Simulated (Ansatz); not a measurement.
TiPd₂, space group Immm, a charge-density difference against the sublattices

Program: the Python package of Ansatz (0.2.0).

Typed at the interpreter:
```pycon
>>> import ansatz as az
>>> import numpy as np
>>> FUNCTIONAL = "lda"
>>> SMEARING_WIDTH = 0.1
>>> MAX_ITERATIONS = 85
>>> ECUT = 460
>>> KMESH = (12, 12, 12)
>>> VECTORS = np.array([
...     [-1.546232, 1.707456, 4.325561],
...     [1.546232, -1.707456, 4.325561],
...     [1.546232, 1.707456, -4.325561],
... ])
>>> SITES = [
...     ("Ti", [0.0, 0.0, 0.0]),
...     ("Pd", [0.657656, 0.657656, 0.0]),
...     ("Pd", [0.342344, 0.342344, 0.0]),
... ]
>>> def crystal_on(cell):
...     crystal = az.Crystal(lattice=az.Lattice.of(cell))
...     for symbol, position in SITES:
...         crystal = crystal.atom(symbol, position)
...     return crystal
...
>>> # same cell, cutoff and mesh for the crystal and its parts
>>> def solve(crystal):
...     return (
...         crystal.calculation()
...         .functional(FUNCTIONAL)
...         .occupations(az.OccupationsMethod.COLD, width=SMEARING_WIDTH)
...         .scf(max_iterations=MAX_ITERATIONS)
...         .basis(ECUT, grid_basis="typed")
...         .kpoints(*KMESH)
...         .density()
...         .run(threads=1)
...     )
...
>>> whole = solve(crystal_on(VECTORS))
>>> difference = whole.density().channels[0].density_e_per_ang3.copy()
>>> binding = whole.report["free_energy_ev"]
>>> for element in ["Ti", "Pd"]:
...     part = az.Crystal(lattice=az.Lattice.of(VECTORS))
...     for symbol, position in SITES:
...         if symbol == element:
...             part = part.atom(symbol, position)
...     alone = solve(part)
...     difference -= alone.density().channels[0].density_e_per_ang3
...     binding -= alone.report["free_energy_ev"]
...     print(f"{element} sublattice: {alone.report['n_electrons']:g} electrons, {alone.report['n_iterations']} iterations")
...
Ti sublattice: 12 electrons, 8 iterations
Pd sublattice: 36 electrons, 7 iterations
>>> voxel = abs(np.linalg.det(VECTORS)) / difference.size
>>> print(f"energy of the crystal less its unpolarised sublattices: {binding / len(SITES):.4f} eV/atom")
energy of the crystal less its unpolarised sublattices: -2.5407 eV/atom
>>> print(f"net charge of the difference {difference.sum() * voxel:.5f} e, charge rearranged {0.5 * np.abs(difference).sum() * voxel:.3f} e")
net charge of the difference -0.00000 e, charge rearranged 0.724 e
>>> print(f"extremes {difference.min():.4f} and {difference.max():.4f} e/A^3")
extremes -0.3116 and 0.1763 e/A^3
>>> for (symbol, position) in SITES:
...     index = tuple(int(round(p * n)) % n for p, n in zip(position, difference.shape))
...     print(f"  change of the pseudo-density at the grid point nearest {symbol}: {difference[index]:+.4f} e/A^3")
...
  change of the pseudo-density at the grid point nearest Ti: -0.1194 e/A^3
  change of the pseudo-density at the grid point nearest Pd: +0.0464 e/A^3
  change of the pseudo-density at the grid point nearest Pd: +0.0464 e/A^3
```

What to keep in mind:
- No spin polarisation was allowed.
- Densities and potentials on the grid are those of the valence electrons, and inside the cores they hang on the potentials used.
- The structure comes from a database of computed cells and needn't be a stable or known phase.
- Charge moved counts every rearrangement, bonding and polarisation too, and is no transfer between atoms; the bare sublattices are artificial references. Values near the nuclei depend on the potentials.
- Run time: 30 s on 1 thread of Arm Neoverse V2, on a shared host, peak memory 0.61 GiB.
